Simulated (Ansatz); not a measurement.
# CuB3: the cost of one run

Program: Ansatz 0.2.0. Level of theory: DFT PBE, scalar-relativistic, plane waves, PAW. These are calculated values, not measurements.

## (1) The starting structure

Symmetry: P6_3/mcm, No. 193, hexagonal system. Conventional cell: a = 4.129 Å, b = 4.129 Å, c = 5.319 Å, α = 90.00°, β = 90.00°, γ = 120.00°. Around Cu (site symmetry -62m) lie 3 B at 1.38 Å. Around B (site symmetry m2m) lie 1 Cu at 1.38 Å.

Structure file:

```cif
data_structure
_symmetry_space_group_name_H-M 'P6_3/mcm'
_symmetry_Int_Tables_number 193
_cell_length_a 4.1290
_cell_length_b 4.1290
_cell_length_c 5.3189
_cell_angle_alpha 90.000
_cell_angle_beta 90.000
_cell_angle_gamma 120.000
_cell_volume 78.53
loop_
_atom_site_label
_atom_site_type_symbol
_atom_site_symmetry_multiplicity
_atom_site_Wyckoff_symbol
_atom_site_fract_x
_atom_site_fract_y
_atom_site_fract_z
_atom_site_occupancy
Cu1 Cu 2 a 0.00000 0.00000 0.75000 1
B1 B 6 g 0.66667 0.00000 0.75000 1
```

This is candidate A: random cell with space group P6_3/mcm (No. 193).

## (2) A loose first relaxation (candidate A)

input.yaml reads:

```yaml
crystal:
  lattice:
    - [4.1290279506, 0.0, 0.0]
    - [-2.0645139753, 3.5758430982, 0.0]
    - [0.0, 0.0, 5.3188883437]
  atoms:
    - { symbol: Cu, position: [0.0, 0.0, 0.75] }
    - { symbol: Cu, position: [0.0, 0.0, 0.25] }
    - { symbol: B, position: [0.6666666667, 0.0, 0.75] }
    - { symbol: B, position: [0.3333333333, 0.3333333333, 0.75] }
    - { symbol: B, position: [0.0, 0.6666666667, 0.75] }
    - { symbol: B, position: [0.3333333333, 0.0, 0.25] }
    - { symbol: B, position: [0.0, 0.3333333333, 0.25] }
    - { symbol: B, position: [0.6666666667, 0.6666666667, 0.25] }
basis:
  ecutwfc: 420
kpoints:
  mp_grid: { grid: [6, 6, 4] }
hamiltonian:
  xc: pbe
scf:
  occupations: { method: gaussian, width: 0.1 }
  lower_state_search: "off"
output:
  forces: true
  stress: true
  eigenvalues: true
relax:
  adjacent_minimum: "off"
  f_tol: 0.04
  max_steps: 70
  cell: { stress_tol: 0.4 }
```

Started as:

```
$ ansatz run input.yaml --threads 1 --pin off --max-ram 2560MiB --backend cpu --events-out ev --progress --plain --runs-dir out
```

What time and memory should one allow on 1 thread of Intel Xeon 6975P-C (Granite Rapids), shared host?

About 63 s, with a peak of 0.44 GiB.
